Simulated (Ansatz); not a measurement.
# Pd: the cost of one run

Program: Ansatz 0.2.0. Level of theory: DFT PBEsol, scalar-relativistic. These are calculated values, not measurements.

**1. The system as given**

Symmetry: Fm-3m, No. 225, cubic system. Conventional cell: a = 3.890 Å, b = 3.890 Å, c = 3.890 Å, α = 90.00°, β = 90.00°, γ = 90.00°. Pd (site symmetry m-3m) has 12 Pd at 2.75 Å as nearest neighbours.

As a file:

```cif
data_structure
_symmetry_space_group_name_H-M 'Fm-3m'
_symmetry_Int_Tables_number 225
_cell_length_a 3.8898
_cell_length_b 3.8898
_cell_length_c 3.8898
_cell_angle_alpha 90.000
_cell_angle_beta 90.000
_cell_angle_gamma 90.000
_cell_volume 58.85
loop_
_atom_site_label
_atom_site_type_symbol
_atom_site_symmetry_multiplicity
_atom_site_Wyckoff_symbol
_atom_site_fract_x
_atom_site_fract_y
_atom_site_fract_z
_atom_site_occupancy
Pd1 Pd 4 a 0.00000 0.00000 0.00000 1
```

The file gives the conventional cell by its symmetry; the runs use the cell typed in the input.

**2. Volume × 0.94, LAPW**

input.yaml

```yaml
crystal:
  lattice:
    - [0.0, 1.9051970228, 1.9051970228]
    - [1.9051970228, 0.0, 1.9051970228]
    - [1.9051970228, 1.9051970228, 0.0]
  atoms:
    - { symbol: Pd, position: [0.0, 0.0, 0.0] }
kpoints:
  mp_grid: { grid: [18, 18, 18] }
  band_path:
    path:
      - [0.0, 0.0, 0.0]
      - [0.5, 0.0, 0.5]
      - [0.625, 0.25, 0.625]
      - [0.375, 0.375, 0.75]
      - [0.0, 0.0, 0.0]
      - [0.5, 0.5, 0.5]
      - [0.5, 0.25, 0.75]
      - [0.5, 0.0, 0.5]
    npoints: 5
scf:
  occupations: { method: fermi_dirac, width: 0.05 }
hamiltonian:
  xc: pbesol
  pseudopotentials: { kind: all_electron, lapw: { basis_error: 0.00025 } }
output:
  forces: true
  stress: true
  eigenvalues: true
```

On the command line:

```console
ansatz run input.yaml --threads 1 --pin off --max-ram 3072MiB --backend cpu --events-out ev --progress --plain --runs-dir out
```

Q: Estimate wall time and peak memory on 1 thread of Arm Neoverse V1, shared host.

About 23 s, with a peak of 0.42 GiB.
